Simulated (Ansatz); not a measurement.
# CH₅MgNO: ionisation energy by level of theory

The task here is to estimate one member of a computed series from the others.

Program: Ansatz 0.2.0, Gaussian basis. Level of theory: unrestricted cation, the program's frozen cores in correlated methods. These are calculated values, not measurements.

The runs, in order: UKS PBE-D4/def2-TZVPP; UKS r2SCAN-D4/def2-TZVPP; UKS PBE0-D4/def2-TZVPP; UKS B3LYP-D4/def2-TZVPP; UKS wB97X-V/def2-TZVPP; UKS wB97M-V/def2-TZVPP; UKS B2PLYP/def2-TZVPP; UHF-CCSD(T)/def2-TZVPP; UHF-MP2/def2-QZVPP; extrapolation to the limit; then −ε(HOMO) from the neutral's earlier runs with LDA (SPW92), PBE-D4, revPBE-D4, BLYP-D4, r2SCAN-D4, B97M-V, PBE0-D4, B3LYP-D4, r2SCANh-D4, r2SCAN0-D4, HSE06-D4, BHLYP-D4, CAM-B3LYP-D4, LC-ωPBE, ωB97X-V, ωB97M-V.

### The geometry

An earlier PBE0-D4 in a triple-zeta def2 set relaxation fixed the geometry.

SMILES `C[O][Mg][NH2]`, 9 atoms, charge 0, spin multiplicity 1.

Atoms are counted from 1 here; the program's logs count them from 0.

Bond lengths: C1–O2 1.375 Å, C1–H5 1.100 Å, C1–H6 1.100 Å, C1–H7 1.100 Å, O2–Mg3 1.762 Å, Mg3–N4 1.881 Å, N4–H8 1.009 Å, N4–H9 1.009 Å. Angles: O2–C1–H5 111.9°, O2–C1–H6 111.8°, O2–C1–H7 111.8°, H5–C1–H6 107.0°, H5–C1–H7 107.0°, H6–C1–H7 107.0°, C1–O2–Mg3 179.6°, O2–Mg3–N4 180.0°, Mg3–N4–H8 126.4°, Mg3–N4–H9 126.4°, H8–N4–H9 107.2°.

The first run:

in.yaml reads:

```yaml
crystal:
  periodic: [false, false, false]
  atoms:
    - {symbol: C, position_ang: [0.827753, 1.558800, -1.264994]}
    - {symbol: O, position_ang: [0.304262, 0.570703, -0.464951]}
    - {symbol: Mg, position_ang: [-0.356856, -0.700429, 0.560645]}
    - {symbol: N, position_ang: [-1.063194, -2.056879, 1.655237]}
    - {symbol: H, position_ang: [1.889665, 1.382367, -1.492051]}
    - {symbol: H, position_ang: [0.760478, 2.548661, -0.789812]}
    - {symbol: H, position_ang: [0.300126, 1.628207, -2.227770]}
    - {symbol: H, position_ang: [-1.521472, -2.899380, 1.343183]}
    - {symbol: H, position_ang: [-1.052161, -2.078350, 2.663514]}
basis:
  gaussian: {orbitals: def2-TZVPP}
total_charge: 1
magnetization: {spin_polarized: true, initial_magnetization: 1}
hamiltonian: {xc: pbe, dispersion: d4}
```

Command:

```sh
> ansatz run in.yaml --threads 4 --pin off --events-out ev --progress --plain --max-ram 10444MiB
```

Steps of the session up to this table: Cation, UKS PBE-D4/def2-TZVPP; Cation, UKS r2SCAN-D4/def2-TZVPP; Cation, UKS PBE0-D4/def2-TZVPP; Cation, UKS B3LYP-D4/def2-TZVPP; Cation, UKS wB97X-V/def2-TZVPP; Cation, UKS wB97M-V/def2-TZVPP; Cation, UKS B2PLYP (frozen core)/def2-TZVPP; Cation, UHF-CCSD(T)/def2-TZVPP; Cation, UHF-MP2/def2-QZVPP.

One table of the session follows, with a row left open; its other results are not shown here.

It belongs to the step «Ionisation energies side by side». For comparison, −ε(HOMO) of the neutral from earlier runs:

```
  functional  −ε(HOMO) (eV)
 LDA (SPW92)           5.16
      PBE-D4           4.97
   revPBE-D4           4.90
     BLYP-D4           4.86
   r2SCAN-D4           5.21
      B97M-V              ?
     PBE0-D4           6.33
    B3LYP-D4           6.10
  r2SCANh-D4           5.73
  r2SCAN0-D4           6.50
    HSE06-D4           5.92
    BHLYP-D4           7.61
CAM-B3LYP-D4           7.79
     LC-ωPBE           9.20
     ωB97X-V           8.81
     ωB97M-V           8.73
```

**Question.** Estimate the row for B97M-V.

The run gave: −ε(HOMO) (eV): 5.24. In the column «−ε(HOMO) (eV)» it lies between r2SCAN-D4 (5.21) and r2SCANh-D4 (5.73).
